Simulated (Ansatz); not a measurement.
**C2H5NSSi: up Jacob's ladder to CCSD(T)**

Aim: compute C2H5NSSi with functionals from several rungs and with coupled cluster. The yardstick is the atomisation energy at the CCSD(T) limit.

The runs use Ansatz 0.2.0, Gaussian basis; functionals in def2-TZVPP, the program's frozen cores in correlated methods.

Plan: PBE-D4, r2SCAN-D4, PBE0-D4, B3LYP-D4, ωB97X-V, ωB97M-V, B2PLYP; CCSD(T)/def2-TZVPP; MP2/def2-QZVPP; extrapolation to the limit.

## Step 1: The geometry

All runs share one geometry, relaxed beforehand with PBE0-D4/def2-TZVP.

10 atoms, charge 0, spin multiplicity 1.

Atoms are counted from 1 here; the program's logs count them from 0.

Bond lengths: C1–Si2 1.853 Å, C1–H6 1.092 Å, C1–H7 1.092 Å, C1–H8 1.092 Å, Si2–S3 2.126 Å, Si2–C4 1.857 Å, Si2–H9 1.481 Å, S3–H10 1.344 Å, C4–N5 1.152 Å. Angles: Si2–C1–H6 110.3°, Si2–C1–H7 110.2°, Si2–C1–H8 110.6°, H6–C1–H7 108.6°, H6–C1–H8 108.7°, H7–C1–H8 108.4°, C1–Si2–S3 108.5°, C1–Si2–C4 108.7°, C1–Si2–H9 113.5°, S3–Si2–C4 109.5°, S3–Si2–H9 111.5°, C4–Si2–H9 104.9°, Si2–S3–H10 94.6°, Si2–C4–N5 179.8°.

## Step 2: PBE-D4 (GGA)

in.yaml

```yaml
crystal:
  periodic: [false, false, false]
  atoms:
    - {symbol: C, position_ang: [-1.045937, -1.069003, 0.163367]}
    - {symbol: Si, position_ang: [0.329007, 0.165112, 0.304949]}
    - {symbol: S, position_ang: [2.039812, -0.612240, -0.688836]}
    - {symbol: C, position_ang: [-0.200307, 1.743240, -0.517592]}
    - {symbol: N, position_ang: [-0.529058, 2.724370, -1.024562]}
    - {symbol: H, position_ang: [-0.774408, -1.997931, 0.669213]}
    - {symbol: H, position_ang: [-1.954541, -0.674405, 0.623147]}
    - {symbol: H, position_ang: [-1.258199, -1.290115, -0.884507]}
    - {symbol: H, position_ang: [0.638268, 0.547480, 1.701469]}
    - {symbol: H, position_ang: [2.838263, 0.412393, -0.343846]}
basis:
  gaussian: {orbitals: def2-TZVPP}
hamiltonian: {xc: pbe, dispersion: d4}
output: {forces: true, orbitals: {seedname: orbitals}}
```

Started as:

```console
ansatz run in.yaml --threads 4 --pin off --events-out ev --progress --plain --max-ram 10444MiB
```

After this run come: r2SCAN-D4 (meta-GGA); PBE0-D4 (hybrid); B3LYP-D4 (hybrid); ωB97X-V (range-separated); ωB97M-V (range-separated); B2PLYP (double hybrid); CCSD(T) in def2-TZVPP; MP2 in def2-QZVPP.

Before running them: what should the planned runs give, taken together? Wanted: atomisation energy, CCSD(T)/CBS; farthest; mean size of error, hybrid; mean size of error, range-separated; gap, smallest and largest; T1 diagnostic; triples share of the correlation energy.

The runs gave:

```
                               quantity                                 value
        atomisation energy, CCSD(T)/CBS                         3853.0 kJ/mol
 functionals within 19.3 kJ/mol (0.5 %)          r2SCAN-D4, PBE0-D4, B3LYP-D4
                               farthest                 PBE-D4 (+86.7 kJ/mol)
             mean size of error, hybrid                            2.9 kJ/mol
    mean size of error, range-separated                           22.4 kJ/mol
              gap, smallest and largest  5.02 eV (PBE-D4), 11.76 eV (ωB97X-V)
                          T1 diagnostic                                0.0121
triples share of the correlation energy                                 4.5 %
```

**Reading.** PBE-D4 misses by +86.7 kJ/mol, or 9.6 kJ/mol for each of 9 bonds. Double hybrids carry the basis error of their MP2 part in triple zeta, and no dispersion term here, so their miss is partly the set-up's. The reference freezes the cores and leaves out relativity and excitations past (T), so misses under about 19.3 kJ/mol can't be ranked. Hartree-Fock recovers 71 % of the binding; the rest is correlation. The gap grows from 5.0 to 11.8 eV across the functionals, mostly with the share of exact exchange.
